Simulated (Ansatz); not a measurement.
# ClGaHO: the cost of one run

Method: UKS BLYP-D4/def2-SVP, in Ansatz 0.2.0.

### 1 The system as given

Bond lengths: O1–Ga2 1.925 Å, Ga2–Cl3 2.230 Å, Ga2–H4 1.577 Å. Angles: O1–Ga2–Cl3 108.3°, O1–Ga2–H4 105.3°, Cl3–Ga2–H4 144.6°.

Structure file:

```xyz
4

O    -1.7064   -0.0418   -0.2016
Ga    0.2116    0.1095   -0.1333
Cl    1.0279   -1.7422    0.8042
H     0.5224    1.6142   -0.4896
```

### 2 End point A

Contents of input.yaml:

```yaml
crystal:
  periodic: [false, false, false]
  atoms:
    - { symbol: O, position_ang: [-1.7064, -0.0418, -0.2016] }
    - { symbol: Ga, position_ang: [0.2116, 0.1095, -0.1333] }
    - { symbol: Cl, position_ang: [1.0279, -1.7422, 0.8042] }
    - { symbol: H, position_ang: [0.5224, 1.6142, -0.4896] }
magnetization:
  spin_polarized: true
  initial_magnetization: 1
basis:
  gaussian: { orbitals: def2-SVP }
hamiltonian:
  xc: blyp
  dispersion: d4
relax:
  f_tol: 0.02
  max_steps: 50
```

Launch:

```sh
$ ansatz run input.yaml --threads 2 --pin off --max-ram 3072MiB --backend cpu --events-out ev --progress --plain --runs-dir out
```

Q: Estimate wall time and peak memory on 2 threads of Arm Neoverse V2, shared host.

About 12 s, with a peak of 0.15 GiB.
